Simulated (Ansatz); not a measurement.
**CH₃ITe: a ladder of functionals and wavefunction methods**

How much do the methods differ for CH₃ITe? The plan is to run it at one geometry with functionals of several rungs and with coupled cluster. The yardstick is the atomisation energy at the CCSD(T) limit.

Program: Ansatz 0.2.0, Gaussian basis. Level of theory: functionals in def2-TZVPP, the program's frozen cores in correlated methods. These are calculated values, not measurements.

The runs, in order: LDA (SPW92), PBE-D4, revPBE-D4, BLYP-D4, r2SCAN-D4, B97M-V, PBE0-D4, B3LYP-D4, r2SCANh-D4, r2SCAN0-D4, HSE06-D4, BHLYP-D4, CAM-B3LYP-D4, LC-ωPBE, ωB97X-V, ωB97M-V, B2PLYP, PBE-QIDH; CCSD(T)/def2-SVP; CCSD(T)/def2-TZVPP; MP2/def2-QZVPP; extrapolation to the limit; RPA on PBE.

## (1) The relaxed structure

An earlier PBE0-D4 in a triple-zeta def2 set relaxation fixed the geometry. Te, I take the def2 core potential; no spin-orbit term is included.

SMILES `[TeH]CI`, 6 atoms, charge 0, spin multiplicity 1.

Atoms are counted from 1 here; the program's logs count them from 0.

Bond lengths: Te1–C2 2.130 Å, Te1–H4 1.657 Å, C2–I3 2.137 Å, C2–H5 1.085 Å, C2–H6 1.087 Å. Angles: C2–Te1–H4 93.1°, Te1–C2–I3 117.0°, Te1–C2–H5 109.8°, Te1–C2–H6 106.8°, I3–C2–H5 106.6°, I3–C2–H6 106.6°, H5–C2–H6 109.9°.

## (2) LDA

This LDA is Slater exchange with PW92 correlation.

Input file in.yaml:

```yaml
crystal:
  periodic: [false, false, false]
  atoms:
    - {symbol: Te, position_ang: [-1.407244, -0.981917, -0.059529]}
    - {symbol: C, position_ang: [0.469532, -0.049338, 0.321893]}
    - {symbol: I, position_ang: [0.478858, 2.082343, 0.477482]}
    - {symbol: H, position_ang: [-1.495278, -0.377042, -1.599427]}
    - {symbol: H, position_ang: [1.173504, -0.305546, -0.462517]}
    - {symbol: H, position_ang: [0.822728, -0.432501, 1.275799]}
basis:
  gaussian: {orbitals: def2-TZVPP}
hamiltonian: {xc: lda}
output: {orbitals: {seedname: orbitals}}
```

Run with:

```console
> ansatz run in.yaml --threads 2 --pin off --events-out ev --progress --plain --max-ram 4352MiB
```

After this run come: PBE-D4 (GGA); revPBE-D4 (GGA); BLYP-D4 (GGA); r2SCAN-D4 (meta-GGA); B97M-V (meta-GGA); PBE0-D4 (hybrid); B3LYP-D4 (hybrid); r2SCANh-D4 (hybrid); r2SCAN0-D4 (hybrid); HSE06-D4 (hybrid); BHLYP-D4 (hybrid); CAM-B3LYP-D4 (range-separated); LC-ωPBE (range-separated); ωB97X-V (range-separated); ωB97M-V (range-separated); B2PLYP (double hybrid); PBE-QIDH (double hybrid); CCSD(T) in def2-SVP; CCSD(T) in def2-TZVPP; MP2 in def2-QZVPP; RPA on PBE orbitals.

Before running them: what should the planned runs give, taken together? Wanted: atomisation energy, CCSD(T)/CBS; farthest beyond LDA; mean size of error, GGA; mean size of error, meta-GGA; mean size of error, hybrid; mean size of error, range-separated; mean size of error, double hybrid; gap, smallest and largest; T1 diagnostic.

The runs gave:

| quantity | value |
| --- | --- |
| atomisation energy, CCSD(T)/CBS | 1666.3 kJ/mol |
| functionals within 16.7 kJ/mol (1.0 %) | none; nearest PBE-D4 (+18.2 kJ/mol) |
| farthest beyond LDA | BHLYP-D4 (-89.2 kJ/mol) |
| mean size of error, GGA | 23.8 kJ/mol |
| mean size of error, meta-GGA | 29.7 kJ/mol |
| mean size of error, hybrid | 43.8 kJ/mol |
| mean size of error, range-separated | 46.5 kJ/mol |
| mean size of error, double hybrid | 47.0 kJ/mol |
| gap, smallest and largest | 2.89 eV (BLYP-D4), 9.46 eV (LC-ωPBE) |
| T1 diagnostic | 0.0097 |
| triples share of the correlation energy | 2.7 % |

LDA overbinds by 253.2 kJ/mol (15 %). PBE-D4 is off by +18.2 kJ/mol. Double hybrids carry the basis error of their MP2 part in triple zeta, and no dispersion term here, so their miss is partly the set-up's. Taken by rung, GGA functionals do best (23.8 kJ/mol on average) and double hybrid ones worst beyond LDA (47.0 kJ/mol). The gap between the best rungs is small, so their order is not settled. Misses under about 16.7 kJ/mol are within the doubt on the reference itself, which lacks core-valence correlation, spin-orbit coupling and higher excitations, and its outer-core shells are covered unevenly. All levels share the lack of spin-orbit coupling, which lowers the free heavy atoms and so the true binding. Hartree-Fock recovers 66 % of the binding; the rest is correlation. CCSD(T) in def2-SVP is off by -160.8 kJ/mol, more than most functionals: a good method in a small basis is no reference. The gap grows from 2.9 to 9.5 eV across the functionals, mostly with the share of exact exchange. Correlated methods include outer-core shells of I, Te, which these sets cover unevenly.
